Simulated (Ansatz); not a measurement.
Crystal: MoPdRu2.

```xyz
4
Lattice="2.7734 0.0000 0.0000 -1.3867 2.4019 0.0000 0.0000 0.0000 8.8947" Properties=species:S:1:pos:R:3 pbc="T T T"
Pd    0.0000    0.0000    4.4473
Ru    1.3867    0.8006    6.7408
Ru    1.3867    0.8006    2.1539
Mo    0.0000    0.0000    0.0000
```

The cell comes from a database or a generator and needn't be the stable form of this composition.

* Program: Ansatz 0.2.0
* Task: single point
* Functional: PBEsol
* Potentials or basis: all-electron LAPW, scalar-relativistic
* Cutoff: 267 eV (chosen from the basis error)
* Basis error allowed: 0.001 eV/atom
* k mesh: 11 × 11 × 3
* Occupations: fermi-dirac, width 0.05 eV
* Spin: no spin polarisation

On this cell: pressure -11.3 GPa; largest force 0.087 eV/Å; band gap on the k mesh none (metal or under the smearing width).

The same run follows on a disturbed copy (atoms moved at random, drawn with an rms of 0.05 Å):

```
CELL_PARAMETERS angstrom
2.77343 0.00000 0.00000
-1.38672 2.40186 0.00000
0.00000 0.00000 8.89466
ATOMIC_POSITIONS crystal
Pd 0.98212 0.99248 0.50270
Ru 0.66293 0.34918 0.75764
Ru 0.65714 0.33963 0.24758
Mo 0.99917 0.01865 0.00237
```

Problem. What does the disturbed cell give?

Solution. The energy (extrapolated to zero smearing) moves by +4.0 meV/atom; pressure -11.9 GPa; largest force 0.386 eV/Å; band gap on the k mesh none (metal or under the smearing width).

Forces in eV/Å, atoms in the order of the input:
```
Pd   0.013  0.117 -0.017
Ru  -0.003 -0.075  0.379
Ru   0.006  0.010 -0.384
Mo  -0.016 -0.052  0.022
```

Stress tensor (GPa, compression positive):
```
-11.05   0.03   0.02
  0.03 -11.05   0.11
  0.02   0.11 -13.61
```
